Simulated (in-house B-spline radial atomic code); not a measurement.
# Sm⁵²⁺: ionisation energy by several methods

Wanted: one ionisation energy, Sm⁵²⁺ to configuration [He] 2s2 2p5, up the ladder of functionals.

The numbers are computed with in-house B-spline radial atomic code version 1 (Dirac-Coulomb, several functionals; spherical all-electron atom at the radial basis limit), except any that are marked as measured or tabulated.

### Step 1. Starting point

- element: samarium (Z = 62)
- charge: +52
- electrons: 10
- configuration: [He] 2s2 2p6
- nucleus: Fermi, rms radius 5.082 fm

Outer shells as boxes (Hund's rule):

[He] 2s2 2p6
```
[He] core
2s [↑↓]
2p [↑↓][↑↓][↑↓]
```

### Step 2. BLYP, a GGA

The run's settings:

```ini
Z = 62
electrons = 10.0
configuration = [He] 2s2 2p6
hamiltonian = dirac
method = b88,lyp
spin_polarised = False
nucleus = fermi
rms_radius = 5.0819
mass_number = 152
atomic_mass = 151.919738646
speed_of_light = 137.035999084
```

### Step 3. OLYP, a GGA

Changes to the settings of step 2:

```diff
@@ -4,3 +4,3 @@
 hamiltonian = dirac
-method = b88,lyp
+method = optx,lyp
 spin_polarised = False
```

### Step 4. PBE, a GGA

Changes to the settings of step 3:

```diff
@@ -4,3 +4,3 @@
 hamiltonian = dirac
-method = optx,lyp
+method = pbe,pbe
 spin_polarised = False
```

Before running: The tabulated ionisation energy is 10494 ± 4 eV (tabulated theoretical; NIST Atomic Spectra Database). What does each method give, and which comes nearest?

The runs gave:

| method | rung | total energy (hartree) | ΔSCF (eV) | with Breit, QED, recoil (eV) | −ε highest (eV) | corrected ΔSCF less tabulated (eV) |
| --- | --- | --- | --- | --- | --- | --- |
| BLYP | GGA | -7509.7083 | 10726.6 | 10710.2 | 10377.1 (2p3/2) | +216.2 |
| OLYP | GGA | -7509.9459 | 10732.8 | 10716.4 | 10383.8 (2p3/2) | +222.4 |
| PBE | GGA | -7508.9105 | 10725.4 | 10709.0 | 10376.0 (2p3/2) | +215.0 |

**Reading.** The tabulated ionisation energy is 10494 ± 4 eV (tabulated theoretical; NIST Atomic Spectra Database). PBE comes nearest (+215.0 eV) and OLYP is farthest (+222.4 eV, 2.1 %). All methods miss on the same side by much the same amount, which points to something that they share. Open shells are averaged (over orientations, and over spins where the run is restricted), while tables refer to the lowest levels. For the semilocal functionals minus the highest level recovers only 97 % of their own ΔSCF value, a mark of self-interaction.

Members of this set that are not shown: 1 used exact exchange with fractional occupations of an open shell, which is unsound here.
